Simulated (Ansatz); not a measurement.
ScH₃, space group I4/mmm, a charge-density difference against the sublattices

Program: Ansatz 0.2.0 through its Python package.

Typed at the interpreter:
```pycon
>>> import warnings
>>> import ansatz as az
>>> import numpy as np
>>> VECTORS = np.array([
...     [-1.66077598, 1.66077598, 2.44382376],
...     [1.66077598, -1.66077598, 2.44382376],
...     [1.66077598, 1.66077598, -2.44382376],
... ])
>>> SITES = [
...     ('Sc', [0.0, 0.0, 0.0]),
...     ('H', [0.75, 0.25, 0.5]),
...     ('H', [0.25, 0.75, 0.5]),
...     ('H', [0.5, 0.5, 0.0]),
... ]
>>> def make_crystal(cell):
...     crystal = az.Crystal(lattice=az.Lattice.of(cell))
...     for symbol, position in SITES:
...         crystal = crystal.atom(symbol, position)
...     return crystal
...
>>> warnings.simplefilter('ignore', az.DeckWarning)
>>> def solve(crystal):
...     return (
...         crystal.calculation()
...         .functional('pbesol')
...         .occupations('gaussian', width=0.05)
...         .basis(460, grid_basis='typed')
...         .kpoints(10, 10, 10)
...         .density()
...         .run(threads=1)
...     )
...
>>> whole = solve(make_crystal(VECTORS))
>>> difference = whole.density().channels[0].density_e_per_ang3.copy()
>>> binding = whole.report['free_energy_ev']
>>> for element in ['Sc', 'H']:
...     part = az.Crystal(lattice=az.Lattice.of(VECTORS))
...     for symbol, position in SITES:
...         if symbol == element:
...             part = part.atom(symbol, position)
...     alone = solve(part)
...     difference -= alone.density().channels[0].density_e_per_ang3
...     binding -= alone.report['free_energy_ev']
...     print(f'{element} sublattice: {alone.report["n_electrons"]:g} electrons, {alone.report["n_iterations"]} iterations')
...
Sc sublattice: 11 electrons, 6 iterations
H sublattice: 3 electrons, 6 iterations
>>> voxel = abs(np.linalg.det(VECTORS)) / difference.size
>>> print(f'energy of the crystal less its unpolarised sublattices: {binding / len(SITES):.4f} eV/atom')
energy of the crystal less its unpolarised sublattices: -1.8197 eV/atom
>>> print(f'net charge of the difference {difference.sum() * voxel:.5f} e, charge moved {0.5 * np.abs(difference).sum() * voxel:.3f} e')
net charge of the difference 0.00000 e, charge moved 0.476 e
>>> print(f'extremes {difference.min():.4f} and {difference.max():.4f} e/A^3')
extremes -0.0577 and 0.6589 e/A^3
>>> for (symbol, position) in SITES:
...     index = tuple(int(round(p * n)) % n for p, n in zip(position, difference.shape))
...     print(f'  change of the pseudo-density at the grid point nearest {symbol}: {difference[index]:+.4f} e/A^3')
...
  change of the pseudo-density at the grid point nearest Sc: -0.0577 e/A^3
  change of the pseudo-density at the grid point nearest H: +0.6589 e/A^3
  change of the pseudo-density at the grid point nearest H: +0.6589 e/A^3
  change of the pseudo-density at the grid point nearest H: +0.4207 e/A^3
>>> profile = difference.mean(axis=(0, 1))
>>> print('planar mean along the third vector:', np.round(profile[:: max(len(profile) // 12, 1)], 4))
planar mean along the third vector: [-0.0139 -0.0148 -0.0138 -0.0079  0.0046  0.0222  0.0332  0.0222  0.0046
 -0.0079 -0.0138 -0.0148]
```

What to keep in mind:
- Spin is left out of this run.
- The mesh is modest for a metal, so energies can be off by several to tens of meV an atom and pressures by half a GPa or more; differences at equal mesh fare better.
- Grid values close to the nuclei reflect the PAW or pseudopotential construction, not the all-electron fields.
- The structure comes from a database of computed cells and needn't be a stable or known phase.
- Charge moved counts every rearrangement, bonding and polarisation too, and is no transfer between atoms; the bare sublattices are artificial references. Values near the nuclei depend on the potentials.
- Finished in 3.5 s on 1 thread of Arm Neoverse V2 (shared host), peak memory 0.36 GiB.
